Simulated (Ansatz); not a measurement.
**BLYP/cc-pVDZ run of SiCl4 (silicon tetrachloride)**

What is the energy change on altering one bond length of SiCl4 (silicon tetrachloride) at BLYP/cc-pVDZ? 

The results are computed with Ansatz 0.2.0.

43 further runs of the same task are left out: 3 that didn't finish, 40 set aside as unsound or not needed.

## 1. The structure to begin with

The species is SiCl4 (5 atoms), meant as a singlet with charge 0. As SMILES, `Cl[Si](Cl)(Cl)Cl`. The shape is that of a PBE0-D4/def2-TZVP optimisation.

Bond lengths: Cl1–Si2 2.021 Å, Si2–Cl3 2.022 Å, Si2–Cl4 2.022 Å, Si2–Cl5 2.021 Å. Angles: Cl1–Si2–Cl3 109.5°, Cl1–Si2–Cl4 109.5°, Cl1–Si2–Cl5 109.5°, Cl3–Si2–Cl4 109.5°, Cl3–Si2–Cl5 109.5°, Cl4–Si2–Cl5 109.5°.

## 2. A single-point energy at BLYP/cc-pVDZ

molecule.yaml

```yaml
crystal:
  periodic: [false, false, false]
  atoms:
    - {symbol: Cl, position_ang: [-0.962600, -0.087600, 1.762300]}
    - {symbol: Si, position_ang: [0.010000, -0.014700, -0.008300]}
    - {symbol: Cl, position_ang: [1.655400, -1.185900, 0.078100]}
    - {symbol: Cl, position_ang: [-1.212100, -0.676900, -1.476100]}
    - {symbol: Cl, position_ang: [0.559300, 1.891400, -0.397500]}
basis:
  gaussian:
    orbitals: cc-pVDZ
hamiltonian:
  xc: {name: BLYP}
accuracy: high
output: {orbitals: {seedname: orbitals}}
```

Launch:

```
ansatz run molecule.yaml --threads 1 --pin off --max-ram 3480MiB --events-out events.jsonl --progress --plain --runs-dir runs
```

Standard output:

```text
Warning: RAYON_NUM_THREADS=1 ignored (pool sized by the plan → 1); use --threads N
Functional definition: BLYP
  name "BLYP"
  parameter beta = 0.0042
  parameter a = 0.04918
  parameter b = 0.132
  parameter c = 0.2533
  parameter d = 0.349
  exchange = b88_x(beta = beta)
  correlation = lyp_c(a = a, b = b, c = c, d = d)
2011 factors; integrals over basis functions are off by at most 3.0e-9 eV
mean field evaluation 1: about -57972.0848 eV, gradient 2.0e1 eV
mean field evaluation 2: about -57971.7491 eV, gradient 2.3e1 eV
mean field evaluation 4: about -57973.1027 eV, gradient 3.9e-1 eV
mean field evaluation 8: about -57973.0943 eV, gradient 5.0e-3 eV
mean field evaluation 16: about -57973.0943 eV, gradient 8.3e-8 eV
mean field -57973.09427972 eV, -2130.4719192051 hartree, gradient 7.9e-9 eV, S^2 0.000000; 0 other end points of the search recorded, 0 dependent functions left out
reference -57973.09433438 eV, -2130.4719212137 hartree; 41, 41 occupied and 49, 49 virtual orbitals, 2011 factors
Total energy: -57973.09433438 eV, -2130.4719212137 hartree
```

Run time: 4.8 s. Hardware: 1 thread of Intel Xeon 6975P-C (Granite Rapids), shared host; peak memory 0.25 GiB.

## 3. The distorted shape

job.yaml

```yaml
basis:
  gaussian:
    orbitals: cc-pVDZ
crystal:
  periodic: [false, false, false]
  atoms:
    - {symbol: Cl, position_ang: [-1.621766, -2.374939, 2.229344]}
    - {symbol: Si, position_ang: [-0.649166, -2.302039, 0.458744]}
    - {symbol: Cl, position_ang: [0.996234, -3.473239, 0.545144]}
    - {symbol: Cl, position_ang: [-1.871266, -2.964239, -1.009056]}
    - {symbol: Cl, position_ang: [0.559300, 1.891400, -0.397500]}
hamiltonian:
  xc: {name: BLYP}
accuracy: high
output:
  orbitals: {seedname: orbitals}
```

Launch:

```
ansatz run job.yaml --threads 1 --pin off --max-ram 3480MiB --events-out events.jsonl --progress --plain --runs-dir runs
```

Standard output, cut to the lines that bear on the results:

```text
Warning: RAYON_NUM_THREADS=1 ignored (pool sized by the plan → 1); use --threads N
[... 9 set-up lines as earlier in the session ...]
1926 factors; integrals over basis functions are off by at most 3.1e-9 eV
mean field evaluation 1: about -57963.6237 eV, gradient 3.1e1 eV
mean field evaluation 2: about -57728.8316 eV, gradient 1.3e2 eV
mean field evaluation 4: about -57965.9793 eV, gradient 1.9e1 eV
mean field evaluation 8: about -57965.9725 eV, gradient 1.9e1 eV
mean field evaluation 16: about -57969.1415 eV, gradient 3.8e-6 eV
mean field evaluation 32: about -57969.1138 eV, gradient 8.2e-1 eV
mean field -57969.14151788 eV, -2130.3266578866 hartree, gradient 5.4e-8 eV, S^2 0.000000; 2 other end points of the search recorded, 0 dependent functions left out
reference -57969.14158215 eV, -2130.3266602485 hartree; 41, 41 occupied and 49, 49 virtual orbitals, 1926 factors
Total energy: -57969.14158215 eV, -2130.3266602485 hartree
```

Run time: 5.4 s. Hardware: 1 thread of Intel Xeon 6975P-C (Granite Rapids), shared host; peak memory 0.23 GiB.

## 4. Summary of results

At BLYP/cc-pVDZ:

| quantity | value |
| --- | --- |
| first shape: total energy | -2130.47192 Eh |
| first shape: HOMO energy | -7.78 eV |
| first shape: LUMO energy | -1.32 eV |
| first shape: HOMO–LUMO gap | 6.46 eV |
| distorted shape: total energy | -2130.32666 Eh |
| energy change with the Si2–Cl5 bond stretched from 2.021 to 4.447 Å | 3.953 eV |

What this shows: One bond (distorted shape) is far stretched, which a spin-restricted single reference describes badly; a broken-symmetry solution may lie lower. With the Si2–Cl5 bond stretched from 2.021 to 4.447 Å the energy rises by 3.95 eV (381 kJ/mol). The first shape isn't relaxed at this level, so the change isn't measured from a minimum. A restricted reference can't describe the breaking bond well at this length.
